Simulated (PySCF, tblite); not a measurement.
# C6H16GeS: geometry, infrared bands and NMR shifts

What infrared bands and NMR shifts should C6H16GeS (`CC[CH](CC)[GeH2][S]C`) show?

The runs use tblite 0.8.0 and PySCF 2.14.0, with density-fitted response routines of our own; the level of theory stands in each step. All values are computed, except where a source is named. Atoms are numbered from 0 throughout.

## (1) The molecule as given

24 atoms, charge 0, multiplicity 1; geometry from: force field or distance geometry start.

Bonds of the start (Å): C0–C1 1.53, C1–C2 1.54, C2–C3 1.54, C3–C4 1.53, C2–Ge5 1.95, Ge5–S6 2.23, S6–C7 1.82, C0–H8 1.11, C0–H9 1.12, C0–H10 1.10, C1–H11 1.12, C1–H12 1.11, C2–H13 1.12, C3–H14 1.12, C3–H15 1.13, C4–H16 1.10, C4–H17 1.12, C4–H18 1.11, Ge5–H19 1.54, Ge5–H20 1.55, C7–H21 1.11, C7–H22 1.11, C7–H23 1.12.

## (2) Optimising the geometry with GFN2-xTB

What the job is given:

```
{"job": {"kind": "relax", "xc": "GFN2-xTB", "basis": "xTB"}, "charge": 0, "multiplicity": 1}
C     -0.115300     2.821000    -0.406300
C     -0.843600     1.723500     0.363800
C     -0.847700     0.367200    -0.374000
C     -1.824700    -0.601100     0.312200
C     -2.107600    -1.861600    -0.504200
Ge     0.949700    -0.394400    -0.476600
S      1.733500    -0.766500     1.573200
C      3.324200    -1.422300     0.981900
H     -0.545800     2.916500    -1.425200
H     -0.259600     3.790300     0.127700
H      0.960300     2.616700    -0.477800
H     -0.360400     1.593700     1.369400
H     -1.888200     2.060800     0.556400
H     -1.211500     0.545400    -1.418000
H     -2.801500    -0.093900     0.499400
H     -1.419500    -0.906700     1.323200
H     -2.899800    -2.455400    -0.015200
H     -2.457100    -1.586600    -1.528400
H     -1.201500    -2.491500    -0.586100
H      0.952300    -1.718000    -1.269200
H      1.910600     0.570900    -1.219300
H      3.852600    -0.650800     0.390000
H      3.949900    -1.703800     1.860800
H      3.138900    -2.333600     0.349900
```

Command:

```
OMP_NUM_THREADS=1 python probes_run.py task.json out
```

The driver reads the jobs from task.json and runs them one after another.

Standard output:

```text
step      E/eV     max force
  0    -712.60579    1.230
  1    -712.73145    0.577
  2    -712.77537    0.264
  3    -712.78399    0.214
  4    -712.79198    0.169
  5    -712.79666    0.158
  6    -712.80345    0.186
  7    -712.80886    0.199
  8    -712.81345    0.144
  9    -712.81654    0.138
 10    -712.81900    0.111
 11    -712.82092    0.098
 12    -712.82233    0.092
 13    -712.82330    0.091
 14    -712.82404    0.076
 15    -712.82465    0.056
 16    -712.82520    0.062
 17    -712.82567    0.051
 18    -712.82612    0.070
 19    -712.82660    0.069
 20    -712.82716    0.071
 21    -712.82781    0.072
 22    -712.82858    0.098
 23    -712.82938    0.121
 24    -712.83002    0.091
 25    -712.83037    0.030
 26    -712.83053    0.027
 27    -712.83063    0.036
 28    -712.83073    0.040
 29    -712.83084    0.028
 30    -712.83095    0.035
 31    -712.83106    0.031
 32    -712.83117    0.031
 33    -712.83126    0.026
 34    -712.83133    0.019
 35    -712.83138    0.012
 36    -712.83142    0.018
 37    -712.83146    0.017
 38    -712.83151    0.018
 39    -712.83156    0.020
 40    -712.83161    0.020
 41    -712.83168    0.026
 42    -712.83175    0.021
 43    -712.83181    0.021
 44    -712.83187    0.016
 45    -712.83192    0.016
 46    -712.83198    0.017
 47    -712.83206    0.026
 48    -712.83215    0.026
 49    -712.83225    0.025
 50    -712.83233    0.016
 51    -712.83238    0.012
 52    -712.83242    0.015
 53    -712.83246    0.013
 54    -712.83248    0.012
 55    -712.83250    0.010
 56    -712.83251    0.009
```

It took 0.44 s on 1 thread of Arm Neoverse V2, shared host.

Relaxation path: (not every step is listed)

```csv
step,energy from step 0 (eV),largest force (eV/Å)
0,0.0000,1.2301
1,-0.1257,0.5772
2,-0.1696,0.2639
3,-0.1782,0.2144
4,-0.1862,0.1687
5,-0.1909,0.1581
6,-0.1977,0.1862
7,-0.2031,0.1988
8,-0.2077,0.1443
12,-0.2165,0.0924
16,-0.2194,0.0621
20,-0.2214,0.0711
24,-0.2242,0.0912
28,-0.2249,0.0402
32,-0.2254,0.0312
36,-0.2256,0.0184
40,-0.2258,0.0202
44,-0.2261,0.0157
48,-0.2264,0.0259
51,-0.2266,0.0124
52,-0.2266,0.0146
53,-0.2267,0.0133
54,-0.2267,0.0117
55,-0.2267,0.0103
56,-0.2267,0.0086
```

Distances of close pairs at the start and the end, largest changes first:

| bond | before (Å) | after (Å) | change (Å) |
| --- | --- | --- | --- |
| C2–Ge5 | 1.955 | 2.009 | +0.054 |
| C7–H23 | 1.124 | 1.086 | -0.038 |
| C3–H15 | 1.131 | 1.093 | -0.038 |
| C7–H22 | 1.115 | 1.085 | -0.030 |
| C1–H11 | 1.123 | 1.094 | -0.030 |
| C0–H9 | 1.116 | 1.088 | -0.028 |
| C4–H17 | 1.117 | 1.089 | -0.028 |
| Ge5–H20 | 1.551 | 1.525 | -0.026 |

The final coordinates are the input of the step that follows.

## (3) Vibrational analysis with GFN2-xTB

What the job is given:

```
{"job": {"kind": "ir", "xc": "GFN2-xTB", "basis": "xTB"}, "charge": 0, "multiplicity": 1}
C     -0.119635     2.818650    -0.366958
C     -0.885453     1.724823     0.362986
C     -0.916289     0.396796    -0.393758
C     -1.859874    -0.577129     0.312239
C     -2.099991    -1.860065    -0.470170
Ge     0.928059    -0.379625    -0.568903
S      1.750503    -0.771039     1.456763
C      3.377262    -1.449923     0.995303
H     -0.517740     2.959626    -1.370391
H     -0.202244     3.760135     0.171383
H      0.936310     2.564812    -0.446051
H     -0.441387     1.563452     1.349215
H     -1.915967     2.058617     0.519934
H     -1.287924     0.576563    -1.407465
H     -2.819375    -0.075644     0.473464
H     -1.450352    -0.820408     1.296539
H     -2.842528    -2.475117     0.033183
H     -2.461687    -1.634497    -1.471902
H     -1.181628    -2.438941    -0.555767
H      0.999313    -1.679856    -1.363204
H      1.922397     0.503316    -1.316067
H      3.942919    -0.709398     0.437529
H      3.885485    -1.683125     1.924754
H      3.248092    -2.352257     0.404900
```

Standard output:

```text
mode    cm-1     km/mol
  1     -14.7      1.10
  2      35.0      3.61
  3      60.7      0.01
  4      71.1      1.04
  5      78.3      0.72
  6      99.2      0.06
  7     159.8      1.10
  8     188.3      0.10
  9     201.1      2.44
 10     215.7      3.17
 11     236.7      0.64
 12     313.1      2.80
 13     381.6     35.54
 14     389.9     12.65
 15     415.0      2.78
 16     471.5     45.75
 17     514.4      1.81
 18     568.3      0.82
 19     657.5    436.95
 20     717.4      5.25
 21     811.3      2.11
 22     850.3      6.34
 23     877.4    278.11
 24     917.1      2.30
 25     945.7      0.00
 26     953.1     13.65
 27     966.6      1.39
 28    1039.4      2.89
 29    1053.7     23.14
 30    1066.7      4.35
 31    1107.0      0.18
 32    1120.2      5.47
 33    1146.7      6.30
 34    1218.9      5.83
 35    1238.7      0.02
 36    1273.8      0.57
 37    1295.2      5.80
 38    1320.6      2.32
 39    1352.0      4.03
 40    1353.7      0.72
 41    1410.5      8.21
 42    1412.8      1.41
 43    1449.4      4.39
 44    1455.4      7.95
 45    1487.6      0.37
 46    1491.5      0.46
 47    1495.2      4.98
 48    1499.0      5.07
 49    1499.4      1.52
 50    1499.8      3.48
 51    1796.1    267.32
 52    1851.2    582.77
 53    2912.7     39.72
 54    2937.4      0.38
 55    2941.8    129.42
 56    2958.6      0.19
 57    2964.4     63.00
 58    3011.8      2.11
 59    3014.0    115.09
 60    3019.6      4.49
 61    3020.7      1.72
 62    3021.6     77.54
 63    3023.6     11.29
 64    3034.8     53.78
 65    3035.1     14.93
 66    3057.8      3.90
```

Run time: 1 s. Hardware: 1 thread of Arm Neoverse V2, shared host.

The strongest bands and the atoms that carry them (share of the mass-weighted mode):

| cm⁻¹ | km/mol | atoms |
| --- | --- | --- |
| 658 | 436.9 | H19 43 %, H20 43 % |
| 877 | 278.1 | H20 48 %, H19 48 % |
| 1796 | 267.3 | H20 50 %, H19 49 % |
| 1851 | 582.8 | H19 49 %, H20 49 % |
| 2942 | 129.4 | H12 40 %, H14 34 % |
| 2964 | 63.0 | H15 42 %, H11 34 % |
| 3014 | 115.1 | H10 56 %, H18 33 % |
| 3022 | 77.5 | H17 58 %, H8 31 % |

## (4) Shielding tensors: PBE0/pcSseg-1

Same as in step 3 but for these lines:

```diff
@@ -1,2 +1,2 @@
-{"job": {"kind": "ir", "xc": "GFN2-xTB", "basis": "xTB"}, "charge": 0, "multiplicity": 1}
+{"job": {"kind": "nmr", "xc": "PBE0", "basis": "pcSseg-1"}, "charge": 0, "multiplicity": 1}
 C     -0.119635     2.818650    -0.366958
```

Method: GIAO PBE0/pcSseg-1 NMR shielding, non-relativistic, gas phase.

Standard output:

```text
coarse grid: 84368 points
cycle   1  E = -2712.4240527711  dE = -1.869e-01  |g| = 9.537e-01  |ddm| = 4.266e+00
cycle   2  E = -2712.3850848483  dE =  3.897e-02  |g| = 1.014e+00  |ddm| = 1.268e+00
cycle   3  E = -2712.5193969377  dE = -1.343e-01  |g| = 9.786e-02  |ddm| = 8.102e-01
cycle   4  E = -2712.5210620263  dE = -1.665e-03  |g| = 3.822e-02  |ddm| = 1.358e-01
cycle   5  E = -2712.5214402828  dE = -3.783e-04  |g| = 5.939e-03  |ddm| = 4.002e-02
cycle   6  E = -2712.5214480246  dE = -7.742e-06  |g| = 2.309e-03  |ddm| = 8.760e-03
final grid: 177984 points
cycle   7  E = -2712.5215044039  dE =  9.830e-07  |g| = 3.082e-03  |ddm| = 7.308e-03
cycle   8  E = -2712.5215019867  dE =  2.417e-06  |g| = 4.391e-03  |ddm| = 8.817e-03
cycle   9  E = -2712.5215070772  dE = -5.090e-06  |g| = 2.796e-04  |ddm| = 4.899e-03
cycle  10  E = -2712.5215070946  dE = -1.742e-08  |g| = 4.121e-05  |ddm| = 3.376e-04
cycle  11  E = -2712.5215070949  dE = -3.138e-10  |g| = 4.500e-06  |ddm| = 4.085e-05
converged SCF energy = -2712.5215070949

GIAO shielding tensors (ppm)
atom      isotropic    diamagn.    paramagn.     s11        s22        s33       span
  0 C      169.505     247.714     -78.209    158.068    165.575    184.872     26.804
  1 C      154.669     247.985     -93.316    137.179    154.785    172.044     34.864
  2 C      142.152     252.282    -110.130    131.585    134.068    160.803     29.218
  3 C      154.675     247.993     -93.318    137.164    154.800    172.061     34.897
  4 C      169.501     247.704     -78.203    158.063    165.566    184.875     26.811
  5 Ge    1410.390    2759.567   -1349.177   1278.453   1337.170   1615.545    337.092
  6 S      742.332    1060.789    -318.457    618.909    662.193    945.894    326.984
  7 C      171.993     250.192     -78.199    161.990    162.710    191.278     29.287
  8 H       30.868      30.370       0.498     26.723     28.660     37.221     10.499
  9 H       30.441      28.178       2.263     25.696     27.046     38.581     12.885
 10 H       30.213      31.405      -1.192     24.163     32.156     34.318     10.155
 11 H       29.996      32.939      -2.943     26.156     30.446     33.385      7.229
 12 H       30.185      32.109      -1.924     24.399     29.739     36.416     12.018
 13 H       30.503      35.534      -5.030     26.825     29.497     35.188      8.363
 14 H       30.185      32.109      -1.924     24.399     29.739     36.417     12.018
 15 H       29.997      32.942      -2.945     26.156     30.448     33.385      7.229
 16 H       30.441      28.177       2.264     25.695     27.047     38.582     12.887
 17 H       30.869      30.371       0.498     26.723     28.665     37.219     10.496
 18 H       30.212      31.400      -1.188     24.166     32.149     34.321     10.156
 19 H       26.812      32.058      -5.246     20.578     22.364     37.493     16.915
 20 H       26.812      32.059      -5.248     20.580     22.362     37.493     16.913
 21 H       29.747      29.645       0.102     23.460     27.840     37.942     14.482
 22 H       29.600      28.193       1.406     23.394     26.205     39.199     15.805
 23 H       29.745      29.643       0.102     23.458     27.832     37.944     14.487
```

It took 64 s on 1 thread of Arm Neoverse V2, shared host; peak memory 1.2 GiB.

Shifts follow as δ = σ(reference) − σ, with reference shieldings (ppm) from runs at the same level and on the same kind of geometry: ¹H TMS 31.72, ¹³C TMS 186.9, ³³S CS2 504, ⁷³Ge GeMe4 1331. The references are single molecules in the gas phase. Atoms listed in one row are averaged.

```csv
atoms,environment,σ (ppm),δ (ppm)
C2,sp3 CH bonded to Ge,142.2,44.8
"C1, C3",sp3 CH2,154.7,32.3
"C0, C4",methyl carbon,169.5,17.4
C7,methyl carbon bonded to S,172.0,14.9
"H19, H20","hydrogen on a germanium bonded to C, S",26.81,4.91
"H21, H22, H23",hydrogen on a methyl carbon bonded to S,29.70,2.02
"H11, H15",hydrogen on an sp3 CH2,30.00,1.72
"H12, H14",hydrogen on an sp3 CH2,30.18,1.53
H13,hydrogen on an sp3 CH bonded to Ge,30.50,1.21
"H8, H9, H10, H16, H17, H18",hydrogen on a methyl carbon,30.51,1.21
Ge5,"germanium bonded to C, S, 2 H",1410,-79
S6,"sulfur bonded to C, Ge",742,-239
```

Charges from the same density, by scheme (e):

```
 atoms  Mulliken    IAO  Hirshfeld  ESP fit
C0, C4     -0.25  -0.42      -0.12    -0.33
C1, C3     -0.21  -0.24      -0.07     0.08
    C2     -0.56  -0.30      -0.08    -0.15
   Ge5      0.31   0.52       0.31     0.19
    S6     -0.25  -0.18      -0.11    -0.20
    C7     -0.38  -0.49      -0.12    -0.48
```

Mayer bond orders: C0–C1 1.06, C1–C2 1.00, C2–C3 1.00, C3–C4 1.06, C2–Ge5 0.91, Ge5–S6 1.00, S6–C7 0.98.

The fields below are evaluated on a grid from the run's orbitals.

Frontier orbitals at PBE0/pcSseg-1, with the share of their density that lies nearest to each atom:

```
orbital  energy (eV)                                      lies on
   HOMO        -6.60                                      S6 78 %
   LUMO         0.53  S6 27 %; Ge5 15 %; H19, H20 about 11 % each
```

ELF in a plane through or near 8 of the atoms.

Ten even steps from ' ' (0.00) to '@' (1.00):
```
                                                        
                                                        
                                                        
                          ..    ----..                  
                        ++@@%%==++++::                  
                        **@@@@%%::##++..                
          ..::            ##@@##--##++                  
        ==@@@@%%    ..--..    ::==::                    
        **@@@@@@..  ::--::----====..                    
        ..**%%##....----**..%%====**::                  
        ::**%%##....----++..%%====**::                  
        **@@@@@@    ::--::----====::                    
        ==@@@@%%    ..--..    ::==::                    
          ..--            **@@##--##++                  
                        **@@@@@@..##++..                
                        ++@@%%==++++::                  
                                ----..                  
                                                        
                                                        
                                                        
```
The map spans 14.2 Å across and 12.0 Å up, centred on the molecule. Atoms in the plane (x, y in Å): C0 (1.3, 2.5), C2 (1.0, 0.0), C4 (1.3, -2.5), Ge5 (-0.9, 0.0), H10 (0.2, 2.7), H18 (0.2, -2.7), H21 (-3.9, 0.9), H23 (-3.9, -0.9).

On the surface of density 0.002 e/bohr³ the electrostatic potential runs, from the 1st to the 99th percentile, from -1.07 V near S6 to 0.79 V near H22.

## (5) Results

| quantity | value |
| --- | --- |
| strongest single infrared mode (GFN2-xTB) | 1851 cm⁻¹, 583 km/mol |
| zero-point energy (GFN2-xTB) | 125.8 kcal/mol |
| ¹³C shifts against TMS (PBE0/pcSseg-1, means over atoms taken as alike) | 44.8, 32.3, 17.4, 14.9 ppm |
| ¹H shifts against TMS (PBE0/pcSseg-1, means over atoms taken as alike) | 4.91, 2.02, 1.72, 1.53, 1.21, 1.21 ppm |
| ⁷³Ge shifts against GeMe4 (PBE0/pcSseg-1) | -79 ppm |
| ³³S shifts against CS2 (PBE0/pcSseg-1) | -239 ppm |
| surface potential, 1st and 99th percentile | -1.07 V and 0.79 V |

What this shows: Relaxing lowered the energy by 0.227 eV in 56 steps; the close pair that moved most is C2–Ge5, from 1.955 to 2.009 Å. The lowest mode is slightly imaginary (15i cm⁻¹), a soft motion within the noise of the Hessian, so the minimum is not strictly shown. The strongest single mode, at 1851 cm⁻¹, moves mainly H19 and H20. GFN2-xTB is a fitted tight-binding method: band positions and strengths are rough. Its intensities can rank the bands wrongly. Spin-orbit coupling is left out, which matters for shieldings and couplings at and beside the heavy atoms.
